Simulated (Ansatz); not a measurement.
# GaC+ (singlet): from Hartree-Fock to the top rungs at distance C1–Ga2 = 3.217 Å, cc-pVDZ

How much of the correlation energy of GaC+ (singlet) does each wave-function method recover here?

Program: Ansatz 0.2.0, Gaussian basis. Level of theory: cc-pVDZ, core rule «outside noble gas», up to 15 orbitals frozen. These are calculated values, not measurements.

To be run: UHF; CCSD(T) on RHF; CCSD(T) on UHF; BCCD(T) on RHF; CISD; CCSDT(Q) on RHF; CCSDT(Q) on UHF; CCSDTQ on RHF; CASSCF and MRCISD+Q, 2 electrons in 2 orbitals; CASSCF and NEVPT2, 2 electrons in 2 orbitals; CASSCF and MRCISD+Q, 6 electrons in 8 orbitals; CASSCF and MRCISD+Q(relaxed), 6 electrons in 8 orbitals; CASSCF and NEVPT2, 6 electrons in 8 orbitals; Full CI.

35 further runs of the same task are left out: 9 for a known fault of the program, 19 that didn't finish, 7 set aside as unsound or not needed. Runs told in other sessions of the task aren't counted.

## (1) The system

The geometry derives from a PBE0/def2-TZVP stationary point (not a proven minimum). One bond is set to the value named and the two fragments are kept rigid. No spin-orbit coupling is included. The filled d shell of Ga may be among the frozen orbitals whatever the setting's name suggests.

2 atoms, charge 1, spin multiplicity 1.

Atoms are counted from 1 here; the program's logs count them from 0.

No contacts short enough for the rule that draws bonds.

## (2) UHF

The input, in.yaml:

```yaml
crystal:
  periodic: [false, false, false]
  atoms:
    - {symbol: C, position_ang: [0.000000, 0.000000, 0.000000]}
    - {symbol: Ga, position_ang: [0.000000, 0.000000, 3.217000]}
basis:
  gaussian: {orbitals: cc-pVDZ}
total_charge: 1
magnetization: {spin_polarized: true, initial_magnetization: 0}
hamiltonian: {xc: hf}
output: {orbitals: {seedname: orbitals}}
```

On the command line:

```
$ ansatz run in.yaml --threads 1 --pin off --events-out ev --progress --plain --max-ram 2393MiB
```

Further steps of the session: CCSD(T) on RHF; CCSD(T) on UHF; BCCD(T) on RHF; CISD; CCSDT(Q) on RHF; CCSDT(Q) on UHF; CCSDTQ on RHF; CASSCF and MRCISD+Q, 2 electrons in 2 orbitals; CASSCF and NEVPT2, 2 electrons in 2 orbitals; CASSCF and MRCISD+Q, 6 electrons in 8 orbitals; CASSCF and MRCISD+Q(relaxed), 6 electrons in 8 orbitals; CASSCF and NEVPT2, 6 electrons in 8 orbitals; Full CI.

**Question.** What will the summary of the whole plan be? Wanted: FCI from the RHF energy; RMP2 from FCI; RCCSD from FCI; RCCSD(T) from FCI; RCCSDT(Q) from FCI; MRCISD+Q pair from FCI; T1 diagnostic; effectively unpaired electrons.

**Answer**, as computed:

| quantity | value |
| --- | --- |
| FCI from the RHF energy | -3.9212 eV |
| RMP2 from FCI | +1391.0 meV |
| RCCSD from FCI | +157.4 meV |
| RCCSD(T) from FCI | +73.9 meV |
| RCCSDT(Q) from FCI | +23.5 meV |
| MRCISD+Q pair from FCI | -40.2 meV |
| levels within 1 kcal/mol (43 meV) | RCCSDT(Q), RCCSDTQ, MRCISD+Q pair |
| T1 diagnostic | 0.011 |
| effectively unpaired electrons | 0.67 |

In words: RCCSD(T) lands +73.9 meV from the yardstick (1.9 % of the correlation energy). MRCISD+Q pair falls below full CI: the +Q correction isn't variational, and the cores differ from full CI's. The occupations show static correlation (0.67 effectively unpaired electrons where one determinant has 0). These misses are within one basis, not against nature.

The restricted and unrestricted ladders end 1.27 eV apart at CCSDT(Q), which points to two states or an unsound top rung; rows of one don't measure the error of the other.
